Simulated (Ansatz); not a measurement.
Crystal: TiSn.

```
Ti Sn
1.0
     0.00000    2.80055    2.80055
     2.80055    0.00000    2.80055
     2.80055    2.80055    0.00000
Ti Sn
1 1
Direct
  0.00000 0.00000 0.00000
  0.50000 0.50000 0.50000
```

The cell was built by a generator and needn't be a form met in nature.

Program: Ansatz 0.2.0. Alike in all runs: task band structure; potentials or basis Ansatz PAW; no spin polarisation; cell as given; k mesh 5 × 5 × 5; smearing fermi-dirac 0.05 eV; the mesh is coarse, so values aren't converged.

Task: Order these runs on this cell by their pressure, lowest first.
A. level BLYP; cutoff (eV) 420
B. level RPBE; cutoff (eV) 420
C. level PBEsol; cutoff (eV) 420
D. level LDA; cutoff (eV) 420
E. level r2SCAN; cutoff (eV) 500

Result: D (-6.4 GPa), C (-3.7 GPa), E (-0.9 GPa), B (2.3 GPa), A (4.0 GPa).

Caveats: all runs use coarse meshes; the PAW data sets come from PBE, with cores solved anew for the run's functional, which leaves a small shift of forces and pressure.

Runs at the PBE level aren't shown here.
